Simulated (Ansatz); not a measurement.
**CH9NOSi2: a ladder of functionals and wavefunction methods**

One table from this session's results is given with a row withheld; the runs are named, their logs left out.

Method: functionals in def2-TZVPP, the program's frozen cores in correlated methods; program: Ansatz 0.2.0, Gaussian basis.

Levels to be run: PBE-D4, r2SCAN-D4, PBE0-D4, B3LYP-D4, ωB97X-V, ωB97M-V, B2PLYP; CCSD(T)/def2-TZVPP; MP2/def2-QZVPP; extrapolation to the limit.

### Structure used throughout

All runs share one geometry, relaxed beforehand with PBE0-D4 in a triple-zeta def2 set.

SMILES `C[Si](N)(O)[SiH3]`, 14 atoms, charge 0, spin multiplicity 1.

Atoms are counted from 1 here; the program's logs count them from 0.

Bond lengths: C1–Si2 1.866 Å, C1–H6 1.093 Å, C1–H7 1.092 Å, C1–H8 1.094 Å, Si2–N3 1.721 Å, Si2–O4 1.653 Å, Si2–Si5 2.347 Å, N3–H9 1.007 Å, N3–H10 1.007 Å, O4–H11 0.960 Å, Si5–H12 1.489 Å, Si5–H13 1.492 Å, Si5–H14 1.491 Å. Angles: Si2–C1–H6 111.3°, Si2–C1–H7 110.5°, Si2–C1–H8 110.9°, H6–C1–H7 107.8°, H6–C1–H8 108.2°, H7–C1–H8 108.0°, C1–Si2–N3 106.0°, C1–Si2–O4 112.7°, C1–Si2–Si5 112.1°, N3–Si2–O4 109.6°, N3–Si2–Si5 113.6°, O4–Si2–Si5 103.0°, Si2–N3–H9 120.3°, Si2–N3–H10 121.6°, H9–N3–H10 111.3°, Si2–O4–H11 115.7°, Si2–Si5–H12 112.9°, Si2–Si5–H13 109.8° and more.

Set-up of the first run:

Contents of in.yaml:

```yaml
crystal:
  periodic: [false, false, false]
  atoms:
    - {symbol: C, position_ang: [-1.792676, -0.133965, -0.041836]}
    - {symbol: Si, position_ang: [0.008357, 0.285950, -0.290030]}
    - {symbol: N, position_ang: [0.516976, -0.607487, -1.669862]}
    - {symbol: O, position_ang: [0.257640, 1.899243, -0.551206]}
    - {symbol: Si, position_ang: [1.286087, -0.141735, 1.631738]}
    - {symbol: H, position_ang: [-1.922333, -1.185500, 0.228222]}
    - {symbol: H, position_ang: [-2.219580, 0.472616, 0.760002]}
    - {symbol: H, position_ang: [-2.367124, 0.058027, -0.953173]}
    - {symbol: H, position_ang: [0.002436, -1.420300, -1.966488]}
    - {symbol: H, position_ang: [1.488708, -0.676407, -1.925052]}
    - {symbol: H, position_ang: [-0.007537, 2.227075, -1.413671]}
    - {symbol: H, position_ang: [0.940467, 0.754934, 2.769699]}
    - {symbol: H, position_ang: [1.068823, -1.547859, 2.080172]}
    - {symbol: H, position_ang: [2.739777, 0.015410, 1.341504]}
basis:
  gaussian: {orbitals: def2-TZVPP}
hamiltonian: {xc: pbe, dispersion: d4}
output: {forces: true, orbitals: {seedname: orbitals}}
```

The run is started by

```
$ ansatz run in.yaml --threads 2 --pin off --events-out ev --progress --plain --max-ram 32768MiB --backend cuda --devices 0, --max-vram 18GiB
```

Among the steps run: PBE-D4 (GGA); r2SCAN-D4 (meta-GGA); PBE0-D4 (hybrid); B3LYP-D4 (hybrid); ωB97X-V (range-separated); ωB97M-V (range-separated); B2PLYP (double hybrid); CCSD(T) in def2-TZVPP; MP2 in def2-QZVPP.

One of the session's tables, all rows but one given; the rest of the session is left out.

It belongs to the step «Atomisation energies». 

```
            method  atomisation energy (kJ/mol)
            PBE-D4                            ?
         r2SCAN-D4                       4915.1
           PBE0-D4                       4888.6
          B3LYP-D4                       4924.4
           ωB97X-V                       4947.8
           ωB97M-V                       4935.6
            B2PLYP                       4861.5
     HF/def2-TZVPP                       3589.9
    MP2/def2-TZVPP                       4826.0
   CCSD/def2-TZVPP                       4735.3
CCSD(T)/def2-TZVPP                       4794.0
           MP2/CBS                       4966.3
       CCSD(T)/CBS                       4934.3
```

**Question.** Estimate the row for PBE-D4.

**Answer.** atomisation energy (kJ/mol): 4950.7. In the column «atomisation energy (kJ/mol)» it lies between ωB97X-V (4947.8) and MP2/CBS (4966.3).

Caveats from the session: Free atoms (1 C, 2 Si, 1 N, 1 O, 9 H) were run apart at each level; the atomisation energy is their sum less the molecule, without zero-point or spin-orbit terms.
